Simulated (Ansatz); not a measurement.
# Na2MgAlC6N6: the cost of one run

Computed with Ansatz 0.2.0 (DFT PBE, scalar-relativistic, plane waves, PAW, unless a step's input says otherwise).

**1. The starting structure**

Symmetry: Fm-3m, No. 225, cubic system. The conventional cell has a = 10.240 Å, b = 10.240 Å, c = 10.240 Å, α = 90.00°, β = 90.00°, γ = 90.00°. Around Na (site symmetry -43m) lie 12 N at 3.65 Å and 12 C at 3.68 Å. Mg (site symmetry m-3m) is surrounded by 6 N at 2.08 Å. Al (site symmetry m-3m) is surrounded by 6 C at 1.88 Å. C (site symmetry 4mm) is surrounded by 1 N at 1.17 Å and 1 Al at 1.88 Å. Around N (site symmetry 4mm) lie 1 C at 1.17 Å.

Structure file:

```cif
data_structure
_symmetry_space_group_name_H-M 'P 1'
_symmetry_Int_Tables_number 1
_cell_length_a 7.2408
_cell_length_b 7.2408
_cell_length_c 7.2408
_cell_angle_alpha 60.000
_cell_angle_beta 60.000
_cell_angle_gamma 60.000
_cell_volume 268.44
loop_
_atom_site_label
_atom_site_type_symbol
_atom_site_fract_x
_atom_site_fract_y
_atom_site_fract_z
_atom_site_occupancy
Na1 Na 0.25000 0.25000 0.25000 1
Na2 Na 0.75000 0.75000 0.75000 1
Mg1 Mg 0.50000 0.50000 0.50000 1
Al1 Al 0.00000 0.00000 0.00000 1
C1 C 0.81689 0.18311 0.18311 1
C2 C 0.18311 0.81689 0.18311 1
C3 C 0.18311 0.18311 0.81689 1
C4 C 0.18311 0.81689 0.81689 1
C5 C 0.81689 0.18311 0.81689 1
C6 C 0.81689 0.81689 0.18311 1
N1 N 0.70264 0.29736 0.29736 1
N2 N 0.29736 0.70264 0.29736 1
N3 N 0.29736 0.29736 0.70264 1
N4 N 0.29736 0.70264 0.70264 1
N5 N 0.70264 0.29736 0.70264 1
N6 N 0.70264 0.70264 0.29736 1
```

The cell is invented: cyanide-bridged rock-salt net of two metals, 2 guest cations a cell (Fm-3m, No. 225). Its size is a rough estimate.

**2. A first look at the guess**

Contents of input.yaml:

```yaml
crystal:
  lattice:
    - [0.0, 5.12, 5.12]
    - [5.12, 0.0, 5.12]
    - [5.12, 5.12, 0.0]
  atoms:
    - { symbol: Na, position: [0.25, 0.25, 0.25] }
    - { symbol: Na, position: [0.75, 0.75, 0.75] }
    - { symbol: Mg, position: [0.5, 0.5, 0.5] }
    - { symbol: Al, position: [0.0, 0.0, 0.0] }
    - { symbol: C, position: [0.81689453, 0.18310547, 0.18310547] }
    - { symbol: C, position: [0.18310547, 0.81689453, 0.18310547] }
    - { symbol: C, position: [0.18310547, 0.18310547, 0.81689453] }
    - { symbol: C, position: [0.18310547, 0.81689453, 0.81689453] }
    - { symbol: C, position: [0.81689453, 0.18310547, 0.81689453] }
    - { symbol: C, position: [0.81689453, 0.81689453, 0.18310547] }
    - { symbol: "N", position: [0.70263672, 0.29736328, 0.29736328] }
    - { symbol: "N", position: [0.29736328, 0.70263672, 0.29736328] }
    - { symbol: "N", position: [0.29736328, 0.29736328, 0.70263672] }
    - { symbol: "N", position: [0.29736328, 0.70263672, 0.70263672] }
    - { symbol: "N", position: [0.70263672, 0.29736328, 0.70263672] }
    - { symbol: "N", position: [0.70263672, 0.70263672, 0.29736328] }
basis:
  ecutwfc: 420
kpoints:
  mp_grid: { grid: [4, 4, 4] }
hamiltonian:
  xc: pbe
scf:
  occupations: { method: gaussian, width: 0.1 }
  lower_state_search: "off"
output:
  forces: true
  stress: true
  eigenvalues: true
```

Run with:

```bash
> ansatz run input.yaml --threads 1 --pin off --max-ram 2560MiB --backend cpu --events-out ev --progress --plain --runs-dir out
```

Q: Estimate wall time and peak memory on 1 thread of Intel Xeon at 2.50GHz (Skylake/Cascade Lake), shared host.

About 15 s, with a peak of 0.55 GiB.
